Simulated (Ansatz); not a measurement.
**CH6BNO2 (SMILES COB(N)O): B2PLYP/6-31G(d) (spherical functions)**

Aim: the vertical ionisation energy of CH6BNO2 at B2PLYP/6-31G* (spherical functions), from 2 runs. 

Program for the calculation: Ansatz 0.2.0.

131 further runs of the same task are left out: 1 that didn't finish, 130 set aside as unsound or not needed.

## (1) The structure to begin with

The species is CH6BNO2 (11 atoms), meant as a singlet with charge 0. As SMILES, `COB(N)O`. The shape is that of a PBE0-D4/def2-TZVP optimisation. This is one conformer, not always the lowest.

Bond lengths: C1–O2 1.404 Å, O2–B3 1.375 Å, B3–N4 1.409 Å, B3–O5 1.372 Å, C1–H6 1.096 Å, C1–H7 1.091 Å, C1–H8 1.096 Å, N4–H9 1.002 Å, N4–H10 1.003 Å, O5–H11 0.959 Å. Some angles: C1–O2–B3 120.9°, O2–B3–N4 123.5°, O2–B3–O5 117.8°, N4–B3–O5 118.7°, O2–C1–H6 111.6°, O2–C1–H7 108.2°, O2–C1–H8 111.6°, B3–N4–H9 124.4°, B3–N4–H10 121.1°, B3–O5–H11 111.1°.

## (2) The energy at B2PLYP/6-31G(d) (spherical functions)

The input, job.yaml:

```yaml
crystal:
  periodic: [false, false, false]
  atoms:
    - {symbol: C, position_ang: [0.713500, 0.851600, 1.129700]}
    - {symbol: O, position_ang: [-0.446700, 0.102500, 0.878500]}
    - {symbol: B, position_ang: [-0.644000, -0.506700, -0.338400]}
    - {symbol: N, position_ang: [0.275800, -0.431900, -1.403700]}
    - {symbol: O, position_ang: [-1.801000, -1.223100, -0.514800]}
    - {symbol: H, position_ang: [0.801300, 1.701800, 0.443100]}
    - {symbol: H, position_ang: [0.654400, 1.238600, 2.147600]}
    - {symbol: H, position_ang: [1.616900, 0.236000, 1.047600]}
    - {symbol: H, position_ang: [1.144100, 0.066300, -1.366900]}
    - {symbol: H, position_ang: [0.095200, -0.890900, -2.277500]}
    - {symbol: H, position_ang: [-2.344100, -1.201100, 0.275400]}
basis:
  gaussian:
    orbitals: 6-31G_st_-spherical.json
hamiltonian:
  xc: {name: B2PLYP}
correlation:
  frozen_orbitals: {B: 1, C: 1, H: 0, "N": 1, O: 1}
total_charge: 0
output: {orbitals: {seedname: orbitals}}
accuracy: high
```

The basis set 6-31G* is read from a file made from the Basis Set Exchange's data (not shown).

Run with:

```bash
$ ansatz run job.yaml --threads 1 --pin off --max-ram 3480MiB --events-out events.jsonl --progress --plain --runs-dir runs
```

The program printed:

```text
Warning: RAYON_NUM_THREADS=1 ignored (pool sized by the plan → 1); use --threads N
Functional definition: B2PLYP
  name "B2PLYP"
  parameter a = 0.53
  parameter c = 0.27
  exchange = (1 - a)*b88_x + a*exact_x
  correlation = (1 - c)*lyp_c + c*(mp2_os + mp2_ss)
1994 factors; integrals over basis functions are off by at most 3.4e-9 eV
mean field evaluation 1: about -7378.5303 eV, gradient 5.7e1 eV
mean field evaluation 2: about -7378.5821 eV, gradient 5.7e1 eV
mean field evaluation 4: about -7384.5206 eV, gradient 2.8e0 eV
mean field evaluation 8: about -7384.5435 eV, gradient 6.6e-2 eV
mean field evaluation 16: about -7384.5435 eV, gradient 1.4e-5 eV
mean field -7384.54350933 eV, -271.3769685444 hartree, gradient 3.5e-8 eV, S^2 0.000000; 0 other end points of the search recorded, 0 dependent functions left out
5 core orbitals not correlated: weight in the atoms' cores, before any rotation towards them, 1.000 or more for the frozen orbitals, at most 0.000 for the correlated occupied ones
reference -7384.54353158 eV, -271.3769693622 hartree; 15, 15 occupied and 62, 62 virtual orbitals, 1994 factors
second order -23.56747492 eV of doubles, -0.00000000 eV of singles
Total energy: -7390.90674981 eV, -271.6108133189 hartree
```

Wall time 11 s (1 thread of Arm Neoverse V1, shared host); peak memory 0.27 GiB.

## (3) The doublet cation, same level

job.yaml, as its differences from that of step 2:

```diff
@@ -6,3 +6,3 @@
     - {symbol: B, position_ang: [-0.644000, -0.506700, -0.338400]}
-    - {symbol: N, position_ang: [0.275800, -0.431900, -1.403700]}
+    - {symbol: "N", position_ang: [0.275800, -0.431900, -1.403700]}
     - {symbol: O, position_ang: [-1.801000, -1.223100, -0.514800]}
@@ -17,8 +17,11 @@
     orbitals: 6-31G_st_-spherical.json
+magnetization:
+  spin_polarized: true
+  initial_magnetization: 1
+total_charge: 1
+output: {orbitals: {seedname: orbitals}}
 hamiltonian:
   xc: {name: B2PLYP}
+accuracy: high
 correlation:
   frozen_orbitals: {B: 1, C: 1, H: 0, "N": 1, O: 1}
-total_charge: 0
-output: {orbitals: {seedname: orbitals}}
-accuracy: high
```

The basis set 6-31G* is read from a file made from the Basis Set Exchange's data (not shown).

Run with:

```bash
$ ansatz run job.yaml --threads 1 --pin off --max-ram 3480MiB --events-out events.jsonl --progress --plain --runs-dir runs
```

The program printed, shortened:

```text
Warning: RAYON_NUM_THREADS=1 ignored (pool sized by the plan → 1); use --threads N
[... 2 set-up lines as earlier in the session ...]
[...]
1993 factors; integrals over basis functions are off by at most 3.4e-9 eV
[...]
mean field -7375.08596391 eV, -271.0294101608 hartree, gradient 2.6e-8 eV, S^2 0.760001; 2 other end points of the search recorded, 0 dependent functions left out
5 core orbitals not correlated: weight in the atoms' cores, before any rotation towards them, 1.000 or more for the frozen orbitals, at most 0.000 for the correlated occupied ones
reference -7375.08598484 eV, -271.0294109302 hartree; 15, 14 occupied and 62, 63 virtual orbitals, 1993 factors
second order -22.89810278 eV of doubles, -0.00000000 eV of singles
Total energy: -7381.26847259 eV, -271.2566131644 hartree
```

It took 20 s on 1 thread of Arm Neoverse V1, shared host; peak memory 0.39 GiB.

## (4) What came out

Level: B2PLYP/6-31G* (spherical functions), 5 core orbitals frozen.

```
                                                                quantity          value
                                           singlet CH6BNO2: total energy  -271.61081 Eh
                      singlet CH6BNO2: HOMO energy (SCF part's orbitals)       -8.53 eV
                      singlet CH6BNO2: LUMO energy (SCF part's orbitals)        3.72 eV
                    singlet CH6BNO2: HOMO–LUMO gap (SCF part's orbitals)       12.25 eV
                                            doublet cation: total energy  -271.25661 Eh
doublet cation: HOMO energy (SCF part's orbitals) (highest over α and β)      -14.83 eV
 doublet cation: LUMO energy (SCF part's orbitals) (lowest over α and β)      -10.46 eV
                                                    doublet cation: ⟨S²⟩          0.760
                      vertical ionisation energy (to the doublet cation)       9.638 eV
```

Removing an electron at fixed nuclei costs 9.64 eV (930 kJ/mol). −ε(HOMO) before ionisation, 8.53 eV, is 1.11 eV below this ionisation energy.
